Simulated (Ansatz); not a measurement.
# Hf2H2Pd: the cost of one run

All numbers are computed with Ansatz 0.2.0, driven from Python. The levels of theory stand in the script.

### 1 The system

It takes space group I4/mmm (No. 139, tetragonal). The conventional cell has a = 3.241 Å, b = 3.241 Å, c = 12.062 Å, α = 90.00°, β = 90.00°, γ = 90.00°. Around Hf (site symmetry 4mm) lie 4 H at 2.08 Å. Around H (site symmetry -4m2) lie 4 Hf at 2.08 Å. Pd (site symmetry 4/mmm) has 8 Hf at 2.86 Å and 4 Pd at 3.24 Å as nearest neighbours.

The script holds or builds the structure itself.

### 2 The code

nc_paw.py reads:

```python
'''Norm-conserving against PAW potentials for Hf2H2Pd.'''

import ansatz as az
import numpy as np


def count_gap(report):
    # lowest empty less highest filled band, counting bands; zero where they overlap
    return max(report.get('gap_by_band_count_ev') or 0.0, 0.0)


def main() -> None:
    xtal = (
        az.Lattice.of((-1.620448, 1.620448, 6.030915), (1.620448, -1.620448, 6.030915), (1.620448, 1.620448, -6.030915))
        .atom('Hf', (0.641365, 0.641365, 0.0))
        .atom('Hf', (0.358635, 0.358635, 0.0))
        .atom('H', (0.75, 0.25, 0.5))
        .atom('H', (0.25, 0.75, 0.5))
        .atom('Pd', (0.0, 0.0, 0.0))
    )

    setup = (
        xtal.calculation()
        .functional('PBEsol')
        .kpoints(8, 8, 8, center='monkhorst-pack')
        .occupations('fermi_dirac', width=0.01)
        .eigensolver('auto')
        .stress()
        .forces()
        .band_table()
    )
    variants = {
        'PAW': setup.pseudopotentials('paw'),
        'norm-conserving': setup.pseudopotentials('nc'),
    }
    # totals differ by the cores that each treatment holds, so compare what does not depend on them
    rows = []
    for label, variant in variants.items():
        rep = variant.run(threads=1).report
        levels = np.array(rep['eigenvalues_ev'][0]) - rep['fermi_energy_ev']
        print(label, 'levels at the first k-point near E_F:', np.round(levels[np.abs(levels) < 5], 3))
        rows.append((label, rep['n_electrons'], np.trace(rep['stress_gpa']) / 3, float(np.abs(rep['forces_ev_ang']).max()), count_gap(rep)))
    for row in rows:
        print('; '.join(f'{name} = {round(v, 4) if isinstance(v, float) else v}' for name, v in zip(['treatment', 'electrons in bands', 'P GPa', 'max force component eV/A', 'gap by band count eV'], row)))


if __name__ == '__main__':
    main()
```

### 3 The input behind the calls

The engine receives this input (first run):

```yaml
crystal:
  lattice:
    - [-1.620448, 1.620448, 6.030915]
    - [1.620448, -1.620448, 6.030915]
    - [1.620448, 1.620448, -6.030915]
  atoms:
    - { symbol: Hf, position: [0.641365, 0.641365, 0.0] }
    - { symbol: Hf, position: [0.358635, 0.358635, 0.0] }
    - { symbol: H, position: [0.75, 0.25, 0.5] }
    - { symbol: H, position: [0.25, 0.75, 0.5] }
    - { symbol: Pd, position: [0.0, 0.0, 0.0] }
kpoints:
  mp_grid:
    grid: [8, 8, 8]
    shift: [0.5, 0.5, 0.5]
hamiltonian:
  xc: pbesol
  pseudopotentials:
    kind: paw
scf:
  occupations:
    method: fermi_dirac
    width: 0.01
  eigensolver:
    kind: auto
output:
  forces: true
  stress: true
  eigenvalues: true
```

### 4 The run

Started as:

```bash
python nc_paw.py
```

What time and memory should one allow on 1 thread of Arm Neoverse N1, shared host?

About 80 s, with a peak of 0.61 GiB.
